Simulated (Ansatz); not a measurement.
What does this script print? It uses Ansatz 0.2.0 through its Python package.

Script `ir.py`:
```python
'''Random Ir-Mg cells of 8 mixed sites, after relaxing cells and atoms.'''

from collections import Counter
from dataclasses import dataclass
import warnings

import ansatz as az
import numpy as np


@dataclass(frozen=True)
class Settings:
    cutoff_ev: int = 380
    k_spacing: float = 0.3
    filling: str = 'gaussian'
    smearing_width: float = 0.05


opts = Settings()


def fcc(first, a):
    return (
        az.Lattice.fcc(a)
        .space_group(225)
        .atom(first, (0, 0, 0))
        .primitive()
    )

A_FIRST, A_LAST = 3.83, 4.53


def compute(name, crystal):
    calc = (
        crystal.calculation()
        .functional(az.Functional.LDA)
        .basis(opts.cutoff_ev)
        .kpoints(spacing=opts.k_spacing)
        .occupations(opts.filling, width=opts.smearing_width)
        .band_table()
    )
    calc = calc.relax(force_tolerance=0.02, max_steps=60, cell=True)
    return calc.run()


def volume_per_atom(outcome):
    return abs(np.linalg.det(outcome.lattice.cell_ang)) / len(outcome.lattice.sites)


def counts(outcome):
    return Counter(site.symbol for site in outcome.lattice.sites)


def main() -> None:
    warnings.simplefilter('ignore', az.DeckWarning)

    phases = {'Ir': fcc('Ir', A_FIRST), 'Mg': fcc('Mg', A_LAST)}
    for k in [5]:
        a = A_FIRST + (A_LAST - A_FIRST) * k / 8
        supercell = fcc('Ir', a).supercell(2).resolved()
        for seed in [77]:
            drawn = supercell.site_disorder().occupy('Ir', Ir=8 - k, Mg=k).random(seed=seed)
            phases[f'Ir{8 - k}Mg{k} seed {seed}'] = drawn.crystal

    done = {name: compute(name, crystal) for name, crystal in phases.items()}

    # x is the share of the second element on the mixed sites; both end members stand on this same lattice
    x = {name: counts(o)['Mg'] / (counts(o)['Ir'] + counts(o)['Mg']) for name, o in done.items()}
    first, last = min(x, key=x.get), max(x, key=x.get)
    energy = {name: o.report['energy_sigma0_ev'] / len(o.lattice.sites) for name, o in done.items()}
    volume = {name: volume_per_atom(o) for name, o in done.items()}
    rows = []
    for name in sorted(done, key=x.get):
        line = lambda table: (1 - x[name]) * table[first] + x[name] * table[last]
        rows.append((name, x[name], 1000 * (energy[name] - line(energy)), volume[name], 100 * (volume[name] / line(volume) - 1)))
    print('      cell       x(Mg)  E_mix (meV/atom)  V (A^3/atom)  excess V (%)')
    for row in rows:
        print(f'{str(row[0]):>10}  {row[1]:10.3f}  {row[2]:+16.1f}  {row[3]:12.3f}  {row[4]:+12.2f}')


if __name__ == '__main__':
    main()
```

```console
$ python ir.py
      cell       x(Mg)  E_mix (meV/atom)  V (A^3/atom)  excess V (%)
        Ir       0.000              +0.0        13.838         +0.00
Ir3Mg5 seed 77       0.625            -209.7        15.221        -19.06
        Mg       1.000              +0.0        21.786         +0.00
```

Reading the output:
- These settings explore the input space; cutoff and mesh may be short of convergence.
- The cutoff lies under the one recommended for these potentials.
- Spin-orbit coupling, which matters for elements this heavy, is left out.
- Cells of eight mixed sites are far from the random limit, and both end members stand on the same lattice, which need not be their own. Differences under about 40 meV an atom lie within the error of mesh and functional.
- The cells are prototypes set up for this calculation and needn't exist.
- The script silences the warnings on its input, which a real study should read.
- Run time: 44 s on 1 thread of Intel(R) Xeon(R) 6975P-C (Granite Rapids), on a shared host, peak memory 0.52 GiB.

(Lines on the test bed's own set-up are left out of the output.)
